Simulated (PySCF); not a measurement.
# CH6B2O2: the cost of one run

Computed with PySCF 2.14.0, with density-fitted response routines of our own, on a single molecule, in the gas phase or a continuum. Atoms are numbered from 0 throughout.

**1. Starting geometry**

11 atoms, charge 0, multiplicity 1; geometry from: GFN2-xTB. The atoms were then displaced at random by about 0.01 Å, so the start is not that level's minimum.

Bonds of the start (Å): B0–O1 1.33, O1–B2 1.34, B2–O3 1.30, O3–C4 1.42, B0–H5 1.18, B0–H6 1.16, B2–H7 1.18, C4–H8 1.11, C4–H9 1.10, C4–H10 1.08.

**2. Optimising the geometry at PBE0-D3(BJ)/def2-SVP**

Job settings and geometry (Å):

```
{"job": {"xc": "PBE0", "basis": "def2-SVP", "d3": "d3bj", "grid": 1, "shake": 0.01, "kind": "geom"}, "charge": 0, "multiplicity": 1}
B      2.030250    -0.397600     0.216560
O      1.050180     0.306230    -0.349050
B      0.004150     0.951450    -0.872780
O     -1.226010     0.689170    -0.541360
C     -1.640760    -0.320610     0.370290
H      2.482760     0.015720     1.222530
H      2.406770    -1.367360    -0.298490
H      0.197300     1.820710    -1.652300
H     -0.831550    -0.551920     1.095140
H     -2.504750     0.050740     0.947760
H     -1.930220    -1.222370    -0.153970
```

Launch:

```
$ OMP_NUM_THREADS=1 python probes_run.py task.json out
```

One launch serves the whole session: the jobs run in the order shown.

Q: Estimate the wall time and peak memory of this first job on 1 thread of AMD EPYC 7B13, shared host.

About 27 s, with a peak of 0.41 GiB.
